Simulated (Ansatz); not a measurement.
# C₂H₆OSn: one species, many methods

The task here is to estimate one member of a computed series from the others.

Program: Ansatz 0.2.0, Gaussian basis. Level of theory: functionals in def2-TZVPP, the program's frozen cores in correlated methods. These are calculated values, not measurements.

Levels to be run: LDA (SPW92), PBE-D4, revPBE-D4, BLYP-D4, r2SCAN-D4, B97M-V, PBE0-D4, B3LYP-D4, r2SCANh-D4, r2SCAN0-D4, HSE06-D4, BHLYP-D4, CAM-B3LYP-D4, LC-ωPBE, ωB97X-V, ωB97M-V, B2PLYP, PBE-QIDH; CCSD(T)/def2-SVP; CCSD(T)/def2-TZVPP; CCSD(T)/def2-QZVPP; extrapolation to the limit; RPA on PBE.

**The relaxed structure**

All runs share one geometry, relaxed beforehand with PBE0-D4 in a triple-zeta def2 set. Sn takes the def2 core potential; no spin-orbit term is included.

SMILES `C[O][Sn][CH3]`, 10 atoms, charge 0, spin multiplicity 1.

Atoms are counted from 1 here; the program's logs count them from 0.

Bond lengths: C1–O2 1.398 Å, C1–H5 1.097 Å, C1–H6 1.097 Å, C1–H7 1.097 Å, O2–Sn3 1.980 Å, Sn3–C4 2.195 Å, C4–H8 1.094 Å, C4–H9 1.094 Å, C4–H10 1.092 Å. Angles: O2–C1–H5 110.0°, O2–C1–H6 113.4°, O2–C1–H7 110.1°, H5–C1–H6 107.9°, H5–C1–H7 107.5°, H6–C1–H7 107.9°, C1–O2–Sn3 129.7°, O2–Sn3–C4 97.8°, Sn3–C4–H8 111.0°, Sn3–C4–H9 111.0°, Sn3–C4–H10 110.1°, H8–C4–H9 107.8°, H8–C4–H10 108.5°, H9–C4–H10 108.5°.

Set-up of the first run:

File in.yaml:

```yaml
crystal:
  periodic: [false, false, false]
  atoms:
    - {symbol: C, position_ang: [-0.415580, 0.798416, -1.362092]}
    - {symbol: O, position_ang: [0.960541, 0.750905, -1.118915]}
    - {symbol: Sn, position_ang: [1.953344, -0.090173, 0.372878]}
    - {symbol: C, position_ang: [0.225203, -0.887705, 1.466740]}
    - {symbol: H, position_ang: [-0.748402, 1.841328, -1.428450]}
    - {symbol: H, position_ang: [-1.012147, 0.303667, -0.585436]}
    - {symbol: H, position_ang: [-0.645024, 0.316513, -2.320282]}
    - {symbol: H, position_ang: [-0.344051, -1.584995, 0.844499]}
    - {symbol: H, position_ang: [-0.450562, -0.082834, 1.771756]}
    - {symbol: H, position_ang: [0.559878, -1.416324, 2.362204]}
basis:
  gaussian: {orbitals: def2-TZVPP}
hamiltonian: {xc: lda}
output: {orbitals: {seedname: orbitals}}
```

On the command line:

```
$ ansatz run in.yaml --threads 2 --pin off --events-out ev --progress --plain --max-ram 22528MiB --backend cpu
```

Among the steps run: LDA; PBE-D4 (GGA); revPBE-D4 (GGA); BLYP-D4 (GGA); r2SCAN-D4 (meta-GGA); B97M-V (meta-GGA); PBE0-D4 (hybrid); B3LYP-D4 (hybrid); r2SCANh-D4 (hybrid); r2SCAN0-D4 (hybrid); HSE06-D4 (hybrid); BHLYP-D4 (hybrid); CAM-B3LYP-D4 (range-separated); LC-ωPBE (range-separated); ωB97X-V (range-separated); ωB97M-V (range-separated); B2PLYP (double hybrid); PBE-QIDH (double hybrid).

One table of the session follows, with a row left open; its other results are not shown here.

It belongs to the step «Frontier levels by functional». 

| functional | HOMO (eV) | LUMO (eV) | gap (eV) |
| --- | --- | --- | --- |
| LDA (SPW92) | -5.58 | -3.01 | 2.57 |
| PBE-D4 | -5.40 | -2.78 | 2.62 |
| revPBE-D4 | -5.34 | -2.69 | 2.65 |
| BLYP-D4 | -5.27 | -2.73 | 2.54 |
| r2SCAN-D4 | -5.64 | -2.69 | 2.95 |
| B97M-V | -5.57 | -2.76 | 2.82 |
| PBE0-D4 | -6.43 | -2.10 | 4.33 |
| B3LYP-D4 | -6.26 | -2.35 | 3.91 |
| r2SCANh-D4 | -6.02 | -2.44 | 3.59 |
| r2SCAN0-D4 | ? | ? | ? |
| HSE06-D4 | -6.04 | -2.46 | 3.58 |
| BHLYP-D4 | -7.34 | -1.42 | 5.92 |
| CAM-B3LYP-D4 | -7.68 | -1.21 | 6.47 |
| LC-ωPBE | -8.90 | -0.10 | 8.80 |
| ωB97X-V | -8.60 | -0.22 | 8.37 |
| ωB97M-V | -8.52 | -0.40 | 8.12 |

**Question.** Estimate the row for r2SCAN0-D4.

Worked estimate for «HOMO (eV)». Against the share of exact exchange, r2SCAN-D4 (0, -5.64), r2SCANh-D4 (0.1, -6.02) give a slope of -3.80 per unit share; at 0.25 the line stands at -6.59.

The run gave: HOMO (eV): -6.60; LUMO (eV): -2.05; gap (eV): 4.54. In «HOMO (eV)» the line misses by +0.01.
